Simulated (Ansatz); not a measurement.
# C4H10Ge: a ladder of functionals and wavefunction methods

The task here is to estimate one member of a computed series from the others.

Computed with Ansatz 0.2.0, Gaussian basis. Level: functionals in def2-TZVPP, the program's frozen cores in correlated methods.

Levels to be run: LDA (SPW92), PBE-D4, revPBE-D4, BLYP-D4, r2SCAN-D4, B97M-V, PBE0-D4, B3LYP-D4, r2SCANh-D4, r2SCAN0-D4, HSE06-D4, BHLYP-D4, CAM-B3LYP-D4, LC-ωPBE, ωB97X-V, ωB97M-V, B2PLYP, PBE-QIDH; CCSD(T)/def2-SVP; CCSD(T)/def2-TZVPP; MP2/def2-QZVPP; extrapolation to the limit; RPA on PBE.

### The geometry

The geometry comes from an earlier relaxation with PBE0-D4 in a triple-zeta def2 set; it is a stationary point, not always the lowest conformer.

SMILES `C[CH2][Ge][CH2]C`, 15 atoms, charge 0, spin multiplicity 1.

Atoms are counted from 1 here; the program's logs count them from 0.

Bond lengths: C1–C2 1.531 Å, C1–H6 1.096 Å, C1–H7 1.094 Å, C1–H8 1.094 Å, C2–Ge3 2.002 Å, C2–H9 1.093 Å, C2–H10 1.094 Å, Ge3–C4 2.005 Å, C4–C5 1.520 Å, C4–H11 1.096 Å, C4–H12 1.103 Å, C5–H13 1.094 Å, C5–H14 1.095 Å, C5–H15 1.092 Å. Angles: C2–C1–H6 112.0°, C2–C1–H7 111.7°, C2–C1–H8 111.8°, H6–C1–H7 106.6°, H6–C1–H8 107.2°, H7–C1–H8 107.2°, C1–C2–Ge3 106.9°, C1–C2–H9 110.1°, C1–C2–H10 110.5°, Ge3–C2–H9 109.4°, Ge3–C2–H10 112.2°, H9–C2–H10 107.8°, C2–Ge3–C4 99.0°, Ge3–C4–C5 120.8°, Ge3–C4–H11 106.5°, Ge3–C4–H12 102.2°, C5–C4–H11 111.2°, C5–C4–H12 110.6° and more.

As a file:

```mol
C4H10Ge
  3D, bonds by distance, orders not assigned

 15 14  0  0  0  0  0  0  0  0999 V2000
   -0.4990    0.5604    1.8187 C   0  0
    0.9005    0.4059    1.2170 C   0  0
    1.0201   -1.4557    0.4904 Ge  0  0
   -0.0629   -1.2118   -1.1794 C   0  0
   -0.1609    0.1478   -1.8520 C   0  0
   -0.7147   -0.2164    2.5609 H   0  0
   -0.6155    1.5212    2.3284 H   0  0
   -1.2788    0.5025    1.0540 H   0  0
    1.6587    0.5419    1.9920 H   0  0
    1.0705    1.1623    0.4457 H   0  0
    0.2761   -1.9785   -1.8847 H   0  0
   -1.0604   -1.5603   -0.8635 H   0  0
    0.8205    0.5104   -2.1705 H   0  0
   -0.7955    0.1162   -2.7434 H   0  0
   -0.5806    0.9034   -1.1842 H   0  0
  1  2  8  0
  2  3  8  0
  3  4  8  0
  4  5  8  0
  1  6  8  0
  1  7  8  0
  1  8  8  0
  2  9  8  0
  2 10  8  0
  4 11  8  0
  4 12  8  0
  5 13  8  0
  5 14  8  0
  5 15  8  0
M  END
```

Set-up of the first run:

Input file in.yaml:

```yaml
crystal:
  periodic: [false, false, false]
  atoms:
    - {symbol: C, position_ang: [-0.499015, 0.560369, 1.818744]}
    - {symbol: C, position_ang: [0.900497, 0.405882, 1.216972]}
    - {symbol: Ge, position_ang: [1.020057, -1.455654, 0.490392]}
    - {symbol: C, position_ang: [-0.062886, -1.211759, -1.179432]}
    - {symbol: C, position_ang: [-0.160890, 0.147823, -1.852043]}
    - {symbol: H, position_ang: [-0.714667, -0.216437, 2.560898]}
    - {symbol: H, position_ang: [-0.615525, 1.521220, 2.328352]}
    - {symbol: H, position_ang: [-1.278768, 0.502521, 1.053975]}
    - {symbol: H, position_ang: [1.658662, 0.541912, 1.991992]}
    - {symbol: H, position_ang: [1.070463, 1.162257, 0.445669]}
    - {symbol: H, position_ang: [0.276057, -1.978483, -1.884709]}
    - {symbol: H, position_ang: [-1.060432, -1.560293, -0.863475]}
    - {symbol: H, position_ang: [0.820504, 0.510381, -2.170462]}
    - {symbol: H, position_ang: [-0.795488, 0.116159, -2.743409]}
    - {symbol: H, position_ang: [-0.580571, 0.903404, -1.184163]}
basis:
  gaussian: {orbitals: def2-TZVPP}
hamiltonian: {xc: lda}
output: {orbitals: {seedname: orbitals}}
```

On the command line:

```sh
$ ansatz run in.yaml --threads 2 --pin off --events-out ev --progress --plain --max-ram 32768MiB --backend cuda --devices 0, --max-vram 18GiB
```

Steps of the session up to this table: LDA; PBE-D4 (GGA); revPBE-D4 (GGA); BLYP-D4 (GGA); r2SCAN-D4 (meta-GGA); B97M-V (meta-GGA); PBE0-D4 (hybrid); B3LYP-D4 (hybrid); r2SCANh-D4 (hybrid); r2SCAN0-D4 (hybrid); HSE06-D4 (hybrid); BHLYP-D4 (hybrid); CAM-B3LYP-D4 (range-separated); LC-ωPBE (range-separated); ωB97X-V (range-separated); ωB97M-V (range-separated); B2PLYP (double hybrid); PBE-QIDH (double hybrid).

One table of the session follows, with a row left open; its other results are not shown here.

It belongs to the step «Frontier levels by functional». 

```
  functional  HOMO (eV)  LUMO (eV)  gap (eV)
 LDA (SPW92)      -4.96      -3.18      1.78
      PBE-D4      -4.83      -2.93      1.89
   revPBE-D4      -4.77      -2.82      1.95
     BLYP-D4          ?          ?         ?
   r2SCAN-D4      -5.04      -2.82      2.22
      B97M-V      -5.06      -2.81      2.26
     PBE0-D4      -5.83      -2.09      3.74
    B3LYP-D4      -5.68      -2.34      3.34
  r2SCANh-D4      -5.42      -2.51      2.91
  r2SCAN0-D4      -5.98      -2.04      3.94
    HSE06-D4      -5.44      -2.46      2.98
    BHLYP-D4      -6.75      -1.21      5.54
CAM-B3LYP-D4      -7.10      -1.07      6.04
     LC-ωPBE      -8.34       0.12      8.47
     ωB97X-V      -8.04      -0.02      8.01
     ωB97M-V      -7.95      -0.17      7.77
```

Estimate the missing values for BLYP-D4.

Worked estimate for «HOMO (eV)». Against the share of exact exchange, B3LYP-D4 (0.2, -5.68), BHLYP-D4 (0.5, -6.75) give a slope of -3.57 per unit share; at 0 the line stands at -4.97.

As computed: HOMO (eV): -4.71; LUMO (eV): -2.85; gap (eV): 1.86. In «HOMO (eV)» the line misses by -0.26.
